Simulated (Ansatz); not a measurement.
# C2HClFIn: from a rough start to a minimum

The task is to find a stationary geometry of C2HClFIn, then compute its harmonic vibrations to see whether it is a minimum and to get the zero-point energy and entropy.

Program: Ansatz 0.2.0, Gaussian basis. Level of theory: RKS PBE0-D4/def2-TZVP. These are calculated values, not measurements.

Plan: relaxation at PBE0-D4/def2-TZVP; harmonic vibrations at the same level.

1 further run of the same task is left out (set aside as unsound or not needed).

## 1. The system as given

SMILES `C#[C][In]([F])[Cl]`, 6 atoms, charge 0, spin multiplicity 1.

Atoms are counted from 1 here; the program's logs count them from 0.

Bond lengths: C1–C2 1.201 Å, C1–H6 1.056 Å, C2–In3 2.132 Å, In3–F4 1.963 Å, In3–Cl5 2.283 Å. Angles: C2–C1–H6 179.7°, C1–C2–In3 178.4°, C2–In3–F4 111.6°, C2–In3–Cl5 136.2°, F4–In3–Cl5 112.2°.

The start is a GFN2-xTB geometry. In takes the def2 core potential; no spin-orbit term is included.

## 2. Geometry optimisation, PBE0-D4/def2-TZVP

in.yaml reads:

```yaml
crystal:
  periodic: [false, false, false]
  atoms:
    - {symbol: C, position_ang: [1.089180, 0.305370, 1.752270]}
    - {symbol: C, position_ang: [0.480970, 0.170090, 0.726020]}
    - {symbol: In, position_ang: [-0.624940, -0.120300, -1.073570]}
    - {symbol: F, position_ang: [-1.689570, -1.767890, -1.009780]}
    - {symbol: Cl, position_ang: [-0.880980, 0.994270, -3.050030]}
    - {symbol: H, position_ang: [1.625350, 0.418460, 2.655080]}
basis:
  gaussian: {orbitals: def2-TZVP}
hamiltonian: {xc: pbe0, dispersion: d4}
relax: {f_tol: 0.005, max_steps: 150}
```

The runs that follow: Harmonic vibrations.

**Question.** What will the summary of the whole plan be? Wanted: point group; shift from the start; total energy; dispersion term; dipole moment; lowest, highest wavenumber; zero-point energy.

As calculated:

```
                  quantity            value
               point group               Cs
                     steps                8
shift from the start (rms)          0.141 Å
              total energy   -22497.0085 eV
           dispersion term         -118 meV
             dipole moment           3.24 D
lowest, highest wavenumber    69, 3458 cm⁻¹
         zero-point energy      55.4 kJ/mol
       entropy at 298.15 K  365.4 J/(mol K)
```

**Reading.** The relaxed geometry lies 0.14 Å (rms) from the start; the bond that changed most is C2–In3, from 2.132 to 2.048 Å. No mode is imaginary: a true minimum at this level. The stiffest mode, 3458 cm⁻¹, is a C–H stretch, and 3 modes under 200 cm⁻¹ make the vibrational entropy uncertain. Harmonic hybrid wavenumbers usually lie a few per cent above measured fundamentals. The largest Mulliken charge, +0.97 e, sits on In3.
